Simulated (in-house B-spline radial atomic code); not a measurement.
# Xe¹⁴⁺: binding energies from hole states

How tightly is each shell of Xe¹⁴⁺ bound, and how much do the other electrons relax when one leaves?

Method: Dirac-Hartree-Fock, average of configuration, Fermi nucleus, basis-set limit. Code: in-house B-spline radial atomic code version 1.

**1. The atom as given**

```
element       : xenon (Z = 54)
charge        : +14
electrons     : 40
configuration : [Kr] 4d4
Hamiltonian   : Dirac-Coulomb
nucleus       : Fermi, rms radius 4.786 fm
```

Outer shells as boxes (Hund's rule):

[Kr] 4d4
```
[Kr] core
4d [↑ ][↑ ][↑ ][↑ ][  ]
```

The boxes draw the filling by Hund's rule, which heavy ions in jj coupling don't follow; these runs average over all states of the configuration.

The run's settings:

```ini
Z = 54
electrons = 40.0
configuration = [Kr] 4d4
hamiltonian = dirac
method = hf
spin_polarised = False
nucleus = fermi
rms_radius = 4.7859
mass_number = 132
atomic_mass = 131.90415508346
speed_of_light = 137.035999084
```

This reference run was done before. Its total energy is -7377.710323 hartree, and its levels are (the highest eight at most):

| orbital | occupation | energy (eV) | <r> (bohr) |
| --- | --- | --- | --- |
| 3p3/2 | 4 | -1264.44 | 0.3050 |
| 3d3/2 | 4 | -1012.21 | 0.2765 |
| 3d5/2 | 6 | -998.84 | 0.2800 |
| 4s1/2 | 2 | -503.59 | 0.6852 |
| 4p1/2 | 2 | -445.81 | 0.7031 |
| 4p3/2 | 4 | -431.19 | 0.7234 |
| 4d3/2 | 1.6 | -343.84 | 0.7607 |
| 4d5/2 | 2.4 | -341.21 | 0.7673 |

**2. The 3d3/2 hole**

In configurations, a minus sign after the shell means j = l − 1/2 and a plus sign j = l + 1/2; the count of electrons follows.

The run's settings:

```ini
Z = 54
electrons = 39.0
configuration = 1s2 2s2 2p6 3s2 3p6 3d-3 3d+6 4s2 4p6 4d4
hamiltonian = dirac
method = hf
spin_polarised = False
nucleus = fermi
rms_radius = 4.7859
mass_number = 132
atomic_mass = 131.90415508346
speed_of_light = 137.035999084
```

**3. The 3d5/2 hole**

The settings differ from step 2 so:

```diff
@@ -2,3 +2,3 @@
 electrons = 39.0
-configuration = 1s2 2s2 2p6 3s2 3p6 3d-3 3d+6 4s2 4p6 4d4
+configuration = 1s2 2s2 2p6 3s2 3p6 3d-4 3d+5 4s2 4p6 4d4
 hamiltonian = dirac
```

**4. The 4s hole**

The settings differ from step 3 so:

```diff
@@ -2,3 +2,3 @@
 electrons = 39.0
-configuration = 1s2 2s2 2p6 3s2 3p6 3d-4 3d+5 4s2 4p6 4d4
+configuration = 1s2 2s2 2p6 3s2 3p6 3d10 4s1 4p6 4d4
 hamiltonian = dirac
```

**5. The 4p1/2 hole**

The settings differ from step 4 so:

```diff
@@ -2,3 +2,3 @@
 electrons = 39.0
-configuration = 1s2 2s2 2p6 3s2 3p6 3d10 4s1 4p6 4d4
+configuration = 1s2 2s2 2p6 3s2 3p6 3d10 4s2 4p-1 4p+4 4d4
 hamiltonian = dirac
```

**6. The 4p3/2 hole**

The settings differ from step 5 so:

```diff
@@ -2,3 +2,3 @@
 electrons = 39.0
-configuration = 1s2 2s2 2p6 3s2 3p6 3d10 4s2 4p-1 4p+4 4d4
+configuration = 1s2 2s2 2p6 3s2 3p6 3d10 4s2 4p-2 4p+3 4d4
 hamiltonian = dirac
```

**7. The 4d hole**

The settings differ from step 6 so:

```diff
@@ -2,3 +2,3 @@
 electrons = 39.0
-configuration = 1s2 2s2 2p6 3s2 3p6 3d10 4s2 4p-2 4p+3 4d4
+configuration = 1s2 2s2 2p6 3s2 3p6 3d10 4s2 4p6 4d3
 hamiltonian = dirac
```

What does each hole state cost in eV, and how does that compare with the orbital energies or single holes?

**Answer**, as computed:

| hole | ΔSCF (eV) | with Breit, QED, recoil (eV) | −ε of the parent (eV) | −ε less ΔSCF (eV) |
| --- | --- | --- | --- | --- |
| 3d3/2 | 1002.68 | 1002.03 | 1012.21 | 9.54 |
| 3d5/2 | 989.51 | 989.18 | 998.84 | 9.32 |
| 4s | 502.37 | 501.83 | 503.59 | 1.22 |
| 4p1/2 | 444.60 | 444.16 | 445.81 | 1.21 |
| 4p3/2 | 430.08 | 429.81 | 431.19 | 1.11 |
| 4d | 341.28 | 341.23 | - | - |

What this shows: Relaxation of the remaining electrons brings each binding energy under −ε, by 9.5 eV for 3d3/2 and 1.11 eV for 4p3/2. The spin-orbit splitting of the 3d hole is 12.84 eV with those corrections. Two partly filled shells share a symmetry and can mix in the average, which may lower the energy, in these hole states: 3d3/2; 3d5/2. A dash stands where an open shell is averaged over j, so that no single parent level belongs to the hole. Values are for the free ion, measured from the vacuum level.
